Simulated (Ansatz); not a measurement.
# BaTiO2: the cost of one run

Method: DFT PBE, scalar-relativistic, plane waves, PAW, in Ansatz 0.2.0.

2 further runs of the same task are left out: 2 that didn't finish.

## (1) The system as given

Symmetry: P6/mmm, No. 191, hexagonal system. The conventional cell has a = 3.865 Å, b = 3.865 Å, c = 6.211 Å, α = 90.00°, β = 90.00°, γ = 120.00°. Around Ba (site symmetry 6/mmm) lie 6 O at 2.23 Å. Ti (site symmetry 6/mmm) has 2 Ba at 3.11 Å in its first shell of neighbours. O (site symmetry -6m2) has 3 Ba at 2.23 Å and 3 O at 2.23 Å in its first shell of neighbours.

Structure file:

```
CELL_PARAMETERS angstrom
3.86460 0.00000 0.00000
-1.93230 3.34684 0.00000
0.00000 0.00000 6.21073
ATOMIC_POSITIONS crystal
Ba 0.00000 0.00000 0.50000
Ti 0.00000 0.00000 0.00000
O 0.33333 0.66667 0.50000
O 0.66667 0.33333 0.50000
```

The cell is invented: random cell by space group and Wyckoff sites (P6/mmm, No. 191). Its size is a rough estimate.

## (2) Probe: one point on a coarse mesh

input.yaml

```yaml
crystal:
  lattice:
    - [3.86460232, 0.0, 0.0]
    - [-1.93230116, 3.34684379, 0.0]
    - [0.0, 0.0, 6.2107301]
  atoms:
    - { symbol: Ba, position: [0.0, 0.0, 0.5] }
    - { symbol: Ti, position: [0.0, 0.0, 0.0], spin: 1.0 }
    - { symbol: O, position: [0.33333333, 0.66666667, 0.5] }
    - { symbol: O, position: [0.66666667, 0.33333333, 0.5] }
basis:
  ecutwfc: 420
kpoints:
  mp_grid: { grid: [6, 6, 4] }
hamiltonian:
  xc: pbe
scf:
  occupations: { method: gaussian, width: 0.1 }
  lower_state_search: "off"
output:
  forces: true
  stress: true
  eigenvalues: true
  populations: true
magnetization:
  spin_polarized: true
```

On the command line:

```
> ansatz run input.yaml --threads 1 --pin off --max-ram 2560MiB --backend cpu --events-out ev --progress --plain --runs-dir out
```

What time and memory should one allow on 1 thread of Intel Xeon at 2.50GHz (Skylake/Cascade Lake), shared host?

About 20 s, with a peak of 0.43 GiB.
